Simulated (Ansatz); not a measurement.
# WAu (F-43m) in Ansatz: a series of runs, part 2 of 2

Ansatz 0.2.0.

### 4 Relaxation of cell and atoms, PBE, target pressure 5 GPa, at which the enthalpy is minimised

The input, input.yaml:

```yaml
crystal:
  lattice:
    - [0.0, 2.74797926, 2.74797926]
    - [2.74797926, 0.0, 2.74797926]
    - [2.74797926, 2.74797926, 0.0]
  atoms:
    - { symbol: W, position: [0.0, 0.0, 0.0] }
    - { symbol: Au, position: [0.75, 0.75, 0.75] }
hamiltonian:
  xc: pbe
  pseudopotentials: { kind: paw }
kpoints:
  mp_grid: { grid: [8, 8, 8] }
scf:
  occupations: { method: fermi_dirac, width: 0.05 }
output:
  forces: true
  stress: true
  eigenvalues: true
  write_density: true
  write_potential: true
  elf: true
  volumetric_format: npy
relax:
  f_tol: 0.01
  max_steps: 40
  cell: { stress_tol: 0.05, p_target: 5.0 }
```

Potentials or basis: Ansatz PAW.

Launch:

```sh
> ansatz run input.yaml --threads 2 --pin off --max-ram 5632MiB --backend cpu --events-out ev --progress --plain --runs-dir out
```

The log of the run:

```text
Warning: RAYON_NUM_THREADS=2 ignored (pool sized by the plan → 2); use --threads N
Engine: ansatz 0.2.0, x86_64-unknown-linux-gnu
Pseudopotentials: kind: paw
Pseudopotential: W, paw, valence charge 14, recommended cutoff 420 eV (normal), W.paw.azcp
Pseudopotential: Au, paw, valence charge 19, recommended cutoff 420 eV (normal), Au.paw.azcp
Functional definition: PBE
  parameter kappa = 0.804
  parameter beta = 0.06672455060314922
  exchange = pbe_x(kappa = kappa, mu = beta*pi^2/3)
  correlation = pbe_c(beta = beta)
Crystal: 2 atoms, lattice volume = 41.502 Å³
Basis set: ecut = 420 eV, 869 PW (Γ), exchange–correlation on 54×54×54 points (8 copies of the dense FFT grid, shifted against one another)
Bands: 21, of which v1, the nominal top of the filled ones, is band 17 counted from 1 (16 counted from 0)
Symmetry: 24 space group operations
Space group: F-43m (ITA 216), of the structure as read, at distance tolerance 3.5e-5 Å
k-points: 29 of 512 (time reversal used)
Non-local potential: W, projectors of the file, l = 0: 3, l = 1: 2, l = 2: 2, l = 3: 1
Non-local potential: Au, projectors of the file, l = 0: 3, l = 1: 2, l = 2: 2, l = 3: 1
PAW form: soft (Blöchl's): semilocal exchange-correlation on the pseudo side does not see the compensation charge
PAW one-centre angular grid: W, 590 points (default); XC on 64 Gauss nodes
PAW one-centre angular grid: Au, 590 points (default); XC on 64 Gauss nodes
Initial density: superposition of atomic densities (neutral atoms: chi_scale 0, normalization atom), corrected by the library's trained network
Initial wavefunctions: pseudopotential atomic-orbital guess
Functional: x = pbe(κ = 0.804, μ = 0.2195149727645171), c = pbe(β = 0.06672455060314922)
SCF iter   1: F=—  HF=-23529.653211 eV  |F-HF|=—  |Δ(HF+E_count)|=         —  Δρ=1.02e-2  dr2=6.38e-2  ethr=1.77e-3  ⟨swp⟩=5.9  Hψ=2706  notcnv=0
preconditioner: auto → Kerker (q_TF=auto, 2.626 Å⁻¹)  [metal: Δε(μ)=0.091 eV  Ē_g=8.031 eV  σ=0.050 eV  W_gap=0.42  n_scr=14 (ndim 8)  ℏωp=23.8 eV  f_vac=0.000  D(μ)=1.85/eV (n_scr^D=14)]
SCF iter   2: F=—  HF=-23529.641692 eV  |F-HF|=—  |Δ(HF+E_count)|=   1.15e-2  Δρ=3.50e-3  dr2=5.12e-3  ethr=1.93e-4  ⟨swp⟩=2.0  Hψ=965  notcnv=0  defer=1
SCF iter   3: F=—  HF=-23529.641003 eV  |F-HF|=—  |Δ(HF+E_count)|=   6.89e-4  Δρ=1.43e-3  dr2=9.58e-4  ethr=1.55e-5  ⟨swp⟩=2.0  Hψ=688  notcnv=0  defer=1
SCF iter   4: F=—  HF=-23529.640933 eV  |F-HF|=—  |Δ(HF+E_count)|=   6.98e-5  Δρ=3.92e-4  dr2=1.07e-4  ethr=2.90e-6  ⟨swp⟩=2.6  Hψ=996  notcnv=0  defer=1
SCF iter   5: F=—  HF=-23529.640926 eV  |F-HF|=—  |Δ(HF+E_count)|=   6.36e-6  Δρ=1.14e-4  dr2=7.12e-6  ethr=3.24e-7  ⟨swp⟩=2.2  Hψ=775  notcnv=0  defer=1
SCF iter   6: F=—  HF=-23529.640929 eV  |F-HF|=—  |Δ(HF+E_count)|=   2.16e-6  Δρ=2.96e-5  dr2=4.02e-7  ethr=2.16e-8  ⟨swp⟩=2.3  Hψ=875  notcnv=0  defer=1
SCF iter   7: F=-23529.640929 eV  HF=-23529.640929 eV  |F-HF|=1.79e-9  |Δ(HF+E_count)|=   1.76e-7  Δρ=5.54e-6  dr2=1.83e-8  ethr=3.03e-10  ⟨swp⟩=9.9  Hψ=4138  notcnv=0
SCF 1 converged in 7 iterations: F = -23529.640929 eV  dr2 = 1.83e-8
relax step   1: F+E_penalty+E_count = -23529.64092881 eV  Δ(F+E_penalty+E_count) = +0.000e0 eV  max|allowed force component| = 1.342e-16 eV/Å  Δτ_max = 0.0000 Å  P = +32.723 GPa  Ω = 41.502 Å³  (7 SCF iters, dr2 threshold 1.00e-7 eV, accepted)
Crystal: 2 atoms, lattice volume = 47.873 Å³
Basis set: ecut = 420 eV, 941 PW (Γ), exchange–correlation on 54×54×54 points (8 copies of the dense FFT grid, shifted against one another)
[... 32 lines left out ...]
Basis set: ecut = 420 eV, 941 PW (Γ), exchange–correlation on 60×60×60 points (8 copies of the dense FFT grid, shifted against one another)
Initial wavefunctions: pseudopotential atomic-orbital guess (no wavefunctions were taken with the density)
iter 1 solved again at ethr=2.38e-7 eV; its pass at ethr=3.10e-3 eV (dr2=7.87e-5 eV) is discarded
SCF iter   1: F=—  HF=-23530.281560 eV  |F-HF|=—  |Δ(HF+E_count)|=         —  Δρ=9.62e-4  dr2=1.41e-5  ethr=2.38e-7  ⟨swp⟩=3.0  Hψ=4211  notcnv=0
preconditioner: auto → Kerker (q_TF=auto, 2.568 Å⁻¹)  [metal: Δε(μ)=0.077 eV  Ē_g=7.116 eV  σ=0.050 eV  W_gap=0.37  n_scr=14 (ndim 8)  ℏωp=22.2 eV  f_vac=0.002  D(μ)=2.18/eV (n_scr^D=14)]
SCF iter   2: F=—  HF=-23530.284212 eV  |F-HF|=—  |Δ(HF+E_count)|=   2.65e-3  Δρ=4.89e-4  dr2=3.75e-6  ethr=4.26e-8  ⟨swp⟩=2.0  Hψ=838  notcnv=0
SCF iter   3: F=—  HF=-23530.285114 eV  |F-HF|=—  |Δ(HF+E_count)|=   9.02e-4  Δρ=3.58e-5  dr2=2.71e-7  ethr=1.14e-8  ⟨swp⟩=2.1  Hψ=864  notcnv=0
SCF iter   4: F=—  HF=-23530.285110 eV  |F-HF|=—  |Δ(HF+E_count)|=   3.66e-6  Δρ=7.61e-6  dr2=1.16e-8  ethr=8.21e-10  ⟨swp⟩=2.4  Hψ=992  notcnv=0
SCF iter   5: F=—  HF=-23530.285110 eV  |F-HF|=—  |Δ(HF+E_count)|=   8.61e-8  Δρ=2.11e-6  dr2=4.29e-9  ethr=3.53e-11  ⟨swp⟩=2.2  Hψ=1065  notcnv=0
SCF iter   6: F=—  HF=-23530.285110 eV  |F-HF|=—  |Δ(HF+E_count)|=  9.24e-10  Δρ=1.25e-6  dr2=1.62e-9  ethr=1.30e-11  ⟨swp⟩=1.0  Hψ=609  notcnv=0
SCF iter   7: F=-23530.285110 eV  HF=-23530.285110 eV  |F-HF|=2.91e-11  |Δ(HF+E_count)|=  8.73e-11  Δρ=2.40e-7  dr2=1.76e-11  ethr=1.00e-12  ⟨swp⟩=5.1  Hψ=3073  notcnv=0
SCF 5 converged in 7 iterations: F = -23530.285110 eV  dr2 = 1.76e-11
relax step   5: F+E_penalty+E_count = -23530.28511029 eV  Δ(F+E_penalty+E_count) = -2.096e-3 eV  max|allowed force component| = 1.619e-16 eV/Å  Δτ_max = 0.0000 Å  P = +5.004 GPa  Ω = 47.496 Å³  stress off target by 4.20e-3 GPa  SCF on the basis re-selected at this cell (its energy is not comparable with the rows above)  (7 SCF iters)
basis re-selected at this cell: Δ(F+E_penalty+E_count) = -2.096e-3 eV, ΔP = +0.001 GPa vs the last step (what re-selecting the basis moved, of the pressure what is left beyond the Pulay correction that the steps carried, after the strain that the cell walked since its last selection, with what the two solves' SCF thresholds leave and, on support functions, any second-order correction that the steps lacked; it is no measure of the basis error at this ecutwfc). The dense FFT grid was sized anew with the basis: this SCF ran on 30×30×30 points, the steps before it on 27×27×27, so part of this shift can come from that change (see relax.cell in the input reference). This SCF's stress stands 4.20e-3 GPa from its target on what of the cell is left free (relax.cell.stress_tol is 5.00e-2 GPa) and its largest allowed force component is 1.62e-16 eV/Å (relax.f_tol is 1.00e-2 eV/Å): within both
SCF converged after 7 iterations
Free energy (F): -23530.285110 eV
Harris-Foulkes:  -23530.285110 eV  (|F-HF|=2.91e-11)
Internal energy: -23530.266540 eV  (E = F + TS)
E sigma→0 (E₀):  -23530.275825 eV
Entropy (-TS):   -0.018570 eV (-9.285 meV/atom)
Fermi energy:    13.741395 eV
--- Per-component energies (eV) ---
  E_band       = -564.741844
  E_kinetic    = 1049.854927
  E_local      = -3627.035337  (includes V_loc(G=0)·N_el)
  E_nonlocal   = 71.301327
  E_hartree    = 1467.603999
  E_xc         = -492.802911
  E_vxc        = -511.226366  (∫ρ·V_xc dr)
  E_paw        = -18266.474497  (= ΣΔE_a)
  E_vpaw       = -482.845561  (= ΣTr[D̂ρ^β])
  E_aug_tail   = 0.001319  (compensation charges beyond the density's cutoff)
  E_ewald      = -3732.715368
  E_smearing   = -0.018570  (= −TS)
  E_closure    = 0.000000  (closes the sum)
  Σ components = -23530.285110   (vs F -23530.285110, Δ=0.00e0)
--- Forces (eV/Å), atoms counted from 1 ---
  atom   1  W      0.00000000     0.00000000     0.00000000
  atom   2  Au    -0.00000000    -0.00000000    -0.00000000
  max |Σ_I F_I| component: 1.48e-16 eV/Å
--- Stress (GPa, compression-positive) ---
        5.004196      -0.000000      -0.000000
       -0.000000       5.004196       0.000000
       -0.000000       0.000000       5.004196
  P = ⅓ Tr σ = 5.0042 GPa (50.042 kbar)
--- Band table (eV; the first three rows and the last of 29) ---
  k-point 0: bands = ["-93.3766", "-60.4468", "-44.7545", "-44.7545", "-44.7545", "-24.6979", "-24.6979", "-24.6979", "6.0201", "7.8349", "7.8349", "7.9746", "7.9746", "7.9746", "12.9801", "12.9801", "12.9801", "15.3823", "15.3823", "22.2915", "24.9578"]
  k-point 1: bands = ["-93.3766", "-60.4470", "-44.7546", "-44.7546", "-44.7542", "-24.7003", "-24.6976", "-24.6976", "6.2610", "7.7357", "7.7357", "7.9496", "8.1004", "8.1004", "12.7275", "13.0393", "13.0393", "15.3335", "15.3335", "22.1927", "22.9938"]
  k-point 2: bands = ["-93.3766", "-60.4473", "-44.7549", "-44.7549", "-44.7534", "-24.7059", "-24.6968", "-24.6968", "6.8645", "7.6923", "7.6923", "7.9536", "8.1934", "8.1934", "12.2176", "13.2041", "13.2041", "15.2409", "15.2409", "19.4521", "22.7189"]
  k-point 28: bands = ["-93.3766", "-60.4480", "-44.7570", "-44.7565", "-44.7494", "-24.7151", "-24.6999", "-24.6937", "7.3658", "7.4227", "7.7193", "8.3729", "8.3803", "9.6213", "12.2193", "12.6191", "14.7673", "15.4139", "15.7561", "16.1259", "16.4006"]
--- Relaxed structure (4 steps of the walk, 4 accepted, 1 SCFs on fresh bases) ---
  F+E_penalty+E_count = -23530.28511029 eV   max|allowed force component| = 1.619e-16 eV/Å   (the final SCF, on the basis selected at the relaxed cell)
  cell:  # Å, volume = 47.4956 Å³
    - [9.273577099869973e-33, 2.87436034865523, 2.87436034865523]
    - [2.87436034865523, 5.655862956514105e-33, 2.87436034865523]
    - [2.87436034865523, 2.87436034865523, 3.439376122204524e-33]
  atoms:
    - { symbol: W, position: [-1.6207229294719935e-33, 2.6574015600351603e-34, 1.2002110342576386e-33] }
    - { symbol: Au, position: [0.7499999999999998, 0.7499999999999998, 0.7499999999999998] }
```

Run time: 6.9 s. Hardware: 2 threads of Intel Xeon 6975P-C (Granite Rapids), shared host; peak memory 0.39 GiB.

Results:

| Property | Result |
| --- | --- |
| Free energy | -23530.2851 eV |
| Relaxed volume | 23.75 Å³/atom |
| Relaxed cell | a = 4.065 Å, b = 4.065 Å, c = 4.065 Å, α = 60.00°, β = 60.00°, γ = 60.00° |
| Space group after relaxing (to 0.05 Å) | F-43m (No. 216) |
| Energy change on relaxing (the enthalpy is what falls) | -322.1 meV/atom |
| Ionic steps | 5 |
| Pressure after relaxing | 5.0 GPa |
| Band gap on the k mesh | none (metal or under the smearing width) |

Step by step:
```csv
step,energy change (eV),largest force (eV/Å),volume (Å³)
1,0.0000,0.0000,41.50
2,-0.6523,0.0000,47.87
3,-0.6446,0.0000,47.58
4,-0.6421,0.0000,47.50
5,-0.6442,0.0000,47.50
```

Final structure:
```
W Au
1.0
     0.00000    2.87436    2.87436
     2.87436    0.00000    2.87436
     2.87436    2.87436    0.00000
W Au
1 1
Direct
  0.00000 0.00000 0.00000
  0.75000 0.75000 0.75000
```

Caveat: the plane-wave basis is chosen anew once the cell has moved, so the energies of steps on either side of that aren't comparable. Spin-orbit coupling is left out, which matters for the levels of Au, W.

### 5 Relaxation of cell and atoms, PBE, target pressure 10 GPa, at which the enthalpy is minimised

Changes to input.yaml since step 4:

```diff
@@ -19,6 +19,2 @@
   eigenvalues: true
-  write_density: true
-  write_potential: true
-  elf: true
-  volumetric_format: npy
 relax:
@@ -26,2 +22,2 @@
   max_steps: 40
-  cell: { stress_tol: 0.05, p_target: 5.0 }
+  cell: { stress_tol: 0.05, p_target: 10.0 }
```

Potentials or basis: Ansatz PAW.

Launch:

```sh
> ansatz run input.yaml --threads 2 --pin off --max-ram 5632MiB --backend cpu --events-out ev --progress --plain --runs-dir out
```

The log of the run:

```text
Warning: RAYON_NUM_THREADS=2 ignored (pool sized by the plan → 2); use --threads N
[... 9 set-up lines as earlier in the session ...]
Crystal: 2 atoms, lattice volume = 41.502 Å³
Basis set: ecut = 420 eV, 869 PW (Γ), exchange–correlation on 54×54×54 points (8 copies of the dense FFT grid, shifted against one another)
Bands: 21, of which v1, the nominal top of the filled ones, is band 17 counted from 1 (16 counted from 0)
[... 2 set-up lines as earlier in the session ...]
k-points: 29 of 512 (time reversal used)
[... 6 set-up lines as earlier in the session ...]
[... 78 lines left out ...]
  E_paw        = -18266.600943  (= ΣΔE_a)
  E_vpaw       = -482.991033  (= ΣTr[D̂ρ^β])
  E_aug_tail   = 0.001330  (compensation charges beyond the density's cutoff)
  E_ewald      = -3771.144565
  E_smearing   = -0.017945  (= −TS)
  E_closure    = 0.000000  (closes the sum)
  Σ components = -23530.218609   (vs F -23530.218609, Δ=0.00e0)
--- Forces (eV/Å), atoms counted from 1 ---
  atom   1  W      0.00000000     0.00000000     0.00000000
  atom   2  Au    -0.00000000    -0.00000000    -0.00000000
  max |Σ_I F_I| component: 8.33e-17 eV/Å
--- Stress (GPa, compression-positive) ---
        9.964433      -0.000000      -0.000000
       -0.000000       9.964433       0.000000
       -0.000000       0.000000       9.964433
  P = ⅓ Tr σ = 9.9644 GPa (99.644 kbar)
--- Band table (eV; the first three rows and the last of 29) ---
  k-point 0: bands = ["-92.9015", "-59.8123", "-44.2857", "-44.2857", "-44.2857", "-24.0822", "-24.0822", "-24.0822", "6.4299", "8.2504", "8.2504", "8.4291", "8.4291", "8.4291", "13.5410", "13.5410", "13.5410", "16.0681", "16.0681", "23.0247", "25.6855"]
  k-point 1: bands = ["-92.9015", "-59.8125", "-44.2859", "-44.2859", "-44.2853", "-24.0849", "-24.0818", "-24.0818", "6.6791", "8.1534", "8.1534", "8.4013", "8.5536", "8.5536", "13.2735", "13.6017", "13.6017", "16.0157", "16.0157", "23.0058", "23.7314"]
  k-point 2: bands = ["-92.9015", "-59.8128", "-44.2863", "-44.2863", "-44.2844", "-24.0912", "-24.0807", "-24.0807", "7.3020", "8.1094", "8.1094", "8.4013", "8.6477", "8.6477", "12.7368", "13.7733", "13.7733", "15.9151", "15.9151", "20.2501", "23.3881"]
  k-point 28: bands = ["-92.9015", "-59.8138", "-44.2888", "-44.2882", "-44.2795", "-24.1019", "-24.0839", "-24.0767", "7.7628", "7.8172", "8.1713", "8.8198", "8.8468", "10.1498", "12.7412", "13.1718", "15.3910", "16.0956", "16.4486", "16.7779", "17.0811"]
--- Relaxed structure (4 steps of the walk, 4 accepted, 1 SCFs on fresh bases) ---
  F+E_penalty+E_count = -23530.21860873 eV   max|allowed force component| = 8.789e-17 eV/Å   (the final SCF, on the basis selected at the relaxed cell)
  cell:  # Å, volume = 46.0584 Å³
    - [-4.873509044323787e-33, 2.845069676644762, 2.845069676644762]
    - [2.845069676644762, 4.3719361922438145e-33, 2.845069676644762]
    - [2.845069676644762, 2.845069676644762, 7.4148366076428684e-34]
  atoms:
    - { symbol: W, position: [-1.168088597817652e-35, -5.840442989088266e-35, -3.3874569336711945e-34] }
    - { symbol: Au, position: [0.7499999999999998, 0.7499999999999998, 0.7499999999999998] }
```

Run time: 6.4 s. Hardware: 2 threads of Intel Xeon 6975P-C (Granite Rapids), shared host; peak memory 0.37 GiB.

Results:

```
Free energy                                            : -23530.2186 eV
Relaxed volume                                         : 23.03 Å³/atom
Relaxed cell                                           : a = 4.024 Å, b = 4.024 Å, c = 4.024 Å, α = 60.00°, β = 60.00°, γ = 60.00°
Space group after relaxing (to 0.05 Å)                 : F-43m (No. 216)
Energy change on relaxing (the enthalpy is what falls) : -288.8 meV/atom
Ionic steps                                            : 5
Pressure after relaxing                                : 10.0 GPa
Band gap on the k mesh                                 : none (metal or under the smearing width)
```

The path:
```tsv
step	energy change (eV)	largest force (eV/Å)	volume (Å³)
1	0.0000	0.0000	41.50
2	-0.6523	0.0000	47.87
3	-0.5934	0.0000	46.35
4	-0.5761	0.0000	46.06
5	-0.5777	0.0000	46.06
```

Final structure:
```yaml
crystal:
  lattice:
    - [0.00000, 2.84507, 2.84507]
    - [2.84507, 0.00000, 2.84507]
    - [2.84507, 2.84507, 0.00000]
  atoms:
    - { symbol: W, position: [0.00000, 0.00000, 0.00000] }
    - { symbol: Au, position: [0.75000, 0.75000, 0.75000] }
```

Caveat: the plane-wave basis is chosen anew once the cell has moved, so the energies of steps on either side of that aren't comparable. The run has no spin-orbit coupling, so splittings on Au, W are missing.

### 6 Overview

| cell | target pressure (GPa) | gap on the mesh (eV) | pressure (GPa) |
| --- | --- | --- | --- |
| relaxed | - | none | 0.0 |
| relaxed to 2 GPa | 2 | none | 2.0 |
| relaxed to 5 GPa | 5 | none | 5.0 |
| relaxed to 10 GPa | 10 | none | 10.0 |

Alike in all rows: task relaxation of cell and atoms; level PBE; potentials or basis Ansatz PAW; no spin polarisation; k mesh 8 × 8 × 8; cutoff (eV) 420; smearing fermi-dirac 0.05 eV.

Caveats: the plane-wave basis is chosen anew once the cell has moved, so the energies of steps on either side of that aren't comparable; the volume moved by over 15 % at a fixed basis, so the end points are rough (some runs).

Absolute energies hang on the potentials; compare differences alone.
